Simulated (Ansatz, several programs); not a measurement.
Si in the diamond structure, relaxed with r2SCAN in Ansatz (plane waves, PAW): the symmetry is Fd-3m (No. 227, cubic); conventional cell a = 5.444 Å, 20.17 Å³ an atom. Si is surrounded by 4 Si at 2.36 Å. The cell was then scaled with its shape and fractional coordinates held. The values are computed, spin-unpolarised, and not measurements.

```csv
V (Å³/atom),E (meV/atom)
18.960,25.09
20.171,0.00
20.776,5.00
21.381,19.46
```

**Question.** Pass a cubic E = c₀ + c₁u + c₂u² + c₃u³, with u = V − 20.322 Å³, through these points.

**Answer.** c₀ = 0.27, c₁ = +4.032, c₂ = 14.631, c₃ = -1.2545 (meV and Å³).

**Question.** Where is the minimum, and what bulk modulus follows?

**Answer.** dE/du = 0 at u = -0.135, so V₀ = 20.19 Å³. B = V₀ d²E/dV² = 20.19 × (2c₂ + 6c₃u) = 20.19 × 30.282 = 611 meV/Å³, and 1 meV/Å³ is 0.16022 GPa: 98 GPa. A third-order Birch-Murnaghan fit to all five points gives 20.18 Å³ and 97 GPa.

**Question.** Predict the energy and the pressure at the withheld volume, 19.566 Å³.

**Answer.** With u = -0.756: E ≈ 6.13 meV and P = −dE/dV ≈ +3.24 GPa. The run gives 6.08 meV and, from its stress, +3.23 GPa.
